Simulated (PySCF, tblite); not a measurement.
# C₅H₅FSi: geometry, infrared bands and NMR shifts

What infrared bands and NMR shifts should C₅H₅FSi (`C#CC=C=C[SiH2]F`) show?

Computed with tblite 0.8.0 and PySCF 2.14.0, with density-fitted response routines of our own, on a single molecule in the gas phase. Atoms are numbered from 0 throughout.

## 1. Starting geometry

12 atoms, charge 0, multiplicity 1; geometry from: force field or distance geometry start.

Bonds of the start (Å): C0–C1 1.23, C1–C2 1.40, C2–C3 1.30, C3–C4 1.32, C4–Si5 1.83, Si5–F6 1.69, C0–H7 1.06, C2–H8 1.07, C4–H9 1.05, Si5–H10 1.48, Si5–H11 1.47.

## 2. Relaxing the molecule with GFN2-xTB

What the job is given:

```
{"job": {"kind": "relax", "xc": "GFN2-xTB", "basis": "xTB"}, "charge": 0, "multiplicity": 1}
C      3.147100    -0.608200    -0.470100
C      2.202700     0.177300    -0.465400
C      1.143600     1.091800    -0.451400
C      0.096800     0.778500     0.251600
C     -0.947300     0.424600     0.972700
Si    -2.162500    -0.628500     0.092400
F     -3.469200    -1.057100     1.066200
H      3.962700    -1.285000    -0.487400
H      1.082600     2.020600    -0.978600
H     -1.001000     0.773500     1.958200
H     -2.606000     0.120200    -1.099400
H     -1.448500    -1.808400    -0.414900
```

Started as:

```sh
> OMP_NUM_THREADS=1 python probes_run.py task.json out
```

One launch serves the whole session: the jobs run in the order shown.

**Question.** This job is followed by: GFN2-xTB harmonic vibrations, gas phase; GIAO PBE0/pcSseg-1 NMR shielding, non-relativistic, gas phase. Predict these results of the whole session: strongest single infrared mode (GFN2-xTB); zero-point energy (GFN2-xTB); ¹³C shifts against TMS (PBE0/pcSseg-1); ¹H shifts against TMS (PBE0/pcSseg-1, means over atoms taken as alike); ²⁹Si shifts against TMS (PBE0/pcSseg-1); ¹⁹F shifts against CFCl3 (PBE0/pcSseg-1); surface potential, 1st and 99th percentile.

**Answer**, as computed:

| quantity | value |
| --- | --- |
| strongest single infrared mode (GFN2-xTB) | 2042 cm⁻¹, 416 km/mol |
| zero-point energy (GFN2-xTB) | 45.7 kcal/mol |
| ¹³C shifts against TMS (PBE0/pcSseg-1) | 232.0, 92.9, 84.8, 77.9, 75.0 ppm |
| ¹H shifts against TMS (PBE0/pcSseg-1, means over atoms taken as alike) | 5.61, 5.43, 5.37, 2.75 ppm |
| ²⁹Si shifts against TMS (PBE0/pcSseg-1) | -8.5 ppm |
| ¹⁹F shifts against CFCl3 (PBE0/pcSseg-1) | -221.1 ppm |
| surface potential, 1st and 99th percentile | -1.01 V and 1.56 V |

What this shows: The optimisation took 68 steps and gained 0.430 eV; among the close pairs (by a distance rule), Si5–F6 changed most, from 1.685 to 1.613 Å. No mode is imaginary among the 30: a minimum at this level. The strongest single mode, at 2042 cm⁻¹, moves mainly C3. GFN2-xTB is a fitted tight-binding method: band positions and strengths are rough. Its intensities can rank the bands wrongly. C3 (central carbon of an allene) lies farthest downfield among carbon, at 232.0 ppm; the central sp carbon of an allene is among the most deshielded carbons of hydrocarbons. At PBE0/pcSseg-1: Shielding is most anisotropic at C1 (span 288 ppm, paramagnetic term -148 ppm). By nearest atom (PBE0/pcSseg-1), the HOMO sits on C0 29 %; C2, C3 about 19 % each and the LUMO on C3 30 %; C0, C2 about 16 % each.
